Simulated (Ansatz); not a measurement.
# CoPtO2: the cost of one run

Program: Ansatz 0.2.0. Level of theory: DFT PBE, scalar-relativistic, plane waves, PAW. These are calculated values, not measurements.

1 further run of the same task is left out (set aside as unsound or not needed).

**1. The system as given**

The structure is trigonal, space group R-3m (No. 166). Conventional cell: a = 2.855 Å, b = 2.855 Å, c = 17.883 Å, α = 90.00°, β = 90.00°, γ = 120.00°. Co (site symmetry -3m) has 6 O at 1.91 Å as nearest neighbours. Pt (site symmetry -3m) is surrounded by 2 O at 2.01 Å. O (site symmetry 3m) is surrounded by 3 Co at 1.91 Å and 1 Pt at 2.01 Å.

Structure file:

```
Co Pt O
1.0
     1.42739    0.82411    5.96108
    -1.42739    0.82411    5.96108
     0.00000   -1.64821    5.96108
Co Pt O
1 1 2
Cartesian
  0.0000 0.0000 8.9416
  0.0000 0.0000 0.0000
  0.0000 0.0000 15.8741
  0.0000 0.0000 2.0091
```

It goes back to an entry of the Materials Project.

This cell was relaxed beforehand with the same method: volume 10.52 Å³/atom, gap on the mesh none (metal).

**2. Electronic structure at the relaxed geometry**

Contents of input.yaml:

```yaml
crystal:
  lattice:
    - [1.4273949814, 0.8241068767, 5.9610846545]
    - [-1.4273949814, 0.8241068767, 5.9610846545]
    - [0.0, -1.6482137535, 5.9610846545]
  atoms:
    - { symbol: Co, position: [0.5, 0.5, 0.5] }
    - { symbol: Pt, position: [0.0, 0.0, 0.0] }
    - { symbol: O, position: [0.8876528271, 0.8876528271, 0.8876528271] }
    - { symbol: O, position: [0.1123471729, 0.1123471729, 0.1123471729] }
basis:
  ecutwfc: 420
kpoints:
  mp_grid: { grid: [18, 18, 18] }
  band_path:
    path:
      - [[0.0, 0.0, 0.0], [0.5, 0.5, 0.5], [0.8205917, 0.1794083, 0.5]]
      - [[0.5, -0.1794083, 0.1794083], [0.5, 0.0, 0.0], [0.0, 0.0, 0.0], [0.33970415, -0.33970415, 0.0]]
      - [[0.66029585, 0.0, 0.33970415], [0.5, 0.0, 0.5], [0.0, 0.0, 0.0]]
    npoints: 14
hamiltonian:
  xc: pbe
scf:
  occupations: { method: gaussian, width: 0.1 }
  n_extra_bands: 10
output:
  forces: true
  stress: true
  eigenvalues: true
  populations: true
  dos: { projected: true, de: 0.02, nscf_kmesh: { grid: [27, 27, 27] } }
  bader: true
  write_density: true
  write_potential: true
  elf: true
  volumetric_format: npy
```

On the command line:

```sh
$ ansatz run input.yaml --threads 1 --pin off --max-ram 2560MiB --backend cpu --events-out ev --progress --plain --runs-dir out
```

Q: Estimate wall time and peak memory on 1 thread of Arm Neoverse N1, shared host.

About 4.9 min, with a peak of 1.6 GiB.
